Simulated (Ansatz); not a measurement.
# C3H9BS: the cost of one run

Program: Ansatz 0.2.0, Gaussian basis. Level of theory: the settings change from run to run. These are calculated values, not measurements.

### 1 The geometry

The geometry comes from an earlier relaxation with PBE0-D4 in a triple-zeta def2 set; it is a stationary point, not always the lowest conformer.

SMILES `CCB(C)S`, 14 atoms, charge 0, spin multiplicity 1.

Atoms are counted from 1 here; the program's logs count them from 0.

Bond lengths: C1–C2 1.520 Å, C1–H6 1.093 Å, C1–H7 1.094 Å, C1–H8 1.094 Å, C2–B3 1.572 Å, C2–H9 1.099 Å, C2–H10 1.100 Å, B3–C4 1.570 Å, B3–S5 1.794 Å, C4–H11 1.091 Å, C4–H12 1.097 Å, C4–H13 1.095 Å, S5–H14 1.344 Å. Angles: C2–C1–H6 111.7°, C2–C1–H7 111.5°, C2–C1–H8 111.5°, H6–C1–H7 107.1°, H6–C1–H8 107.2°, H7–C1–H8 107.6°, C1–C2–B3 119.9°, C1–C2–H9 110.1°, C1–C2–H10 109.8°, B3–C2–H9 106.5°, B3–C2–H10 105.8°, H9–C2–H10 103.5°, C2–B3–C4 120.2°, C2–B3–S5 123.7°, C4–B3–S5 116.1°, B3–C4–H11 114.9°, B3–C4–H12 108.8°, B3–C4–H13 111.0° and more.

### 2 wB97X/def2-TZVPD

File in.yaml:

```yaml
crystal:
  periodic: [false, false, false]
  atoms:
    - {symbol: C, position_ang: [-0.937470, 1.696542, -0.128655]}
    - {symbol: C, position_ang: [0.027822, 0.689241, 0.474787]}
    - {symbol: B, position_ang: [0.229778, -0.709808, -0.212805]}
    - {symbol: C, position_ang: [1.147243, -1.793688, 0.457359]}
    - {symbol: S, position_ang: [-0.550459, -1.181383, -1.758001]}
    - {symbol: H, position_ang: [-0.979346, 2.616953, 0.458588]}
    - {symbol: H, position_ang: [-0.642187, 1.976447, -1.143870]}
    - {symbol: H, position_ang: [-1.954502, 1.297557, -0.178076]}
    - {symbol: H, position_ang: [-0.242851, 0.487790, 1.520876]}
    - {symbol: H, position_ang: [1.031382, 1.133014, 0.550491]}
    - {symbol: H, position_ang: [1.369624, -2.658936, -0.169690]}
    - {symbol: H, position_ang: [0.652554, -2.163561, 1.363897]}
    - {symbol: H, position_ang: [2.093077, -1.355322, 0.791492]}
    - {symbol: H, position_ang: [-1.257763, -0.064245, -1.997594]}
basis:
  gaussian: {orbitals: def2-TZVPD}
hamiltonian: {xc: {name: wB97X}}
output: {forces: true}
```

Launch:

```bash
> ansatz run in.yaml --threads 4 --pin off --events-out ev --progress --plain --max-ram 10444MiB
```

Q: Estimate wall time and peak memory on 4 threads of Arm Neoverse V1, shared host.

About 15 s, with a peak of 1.2 GiB.
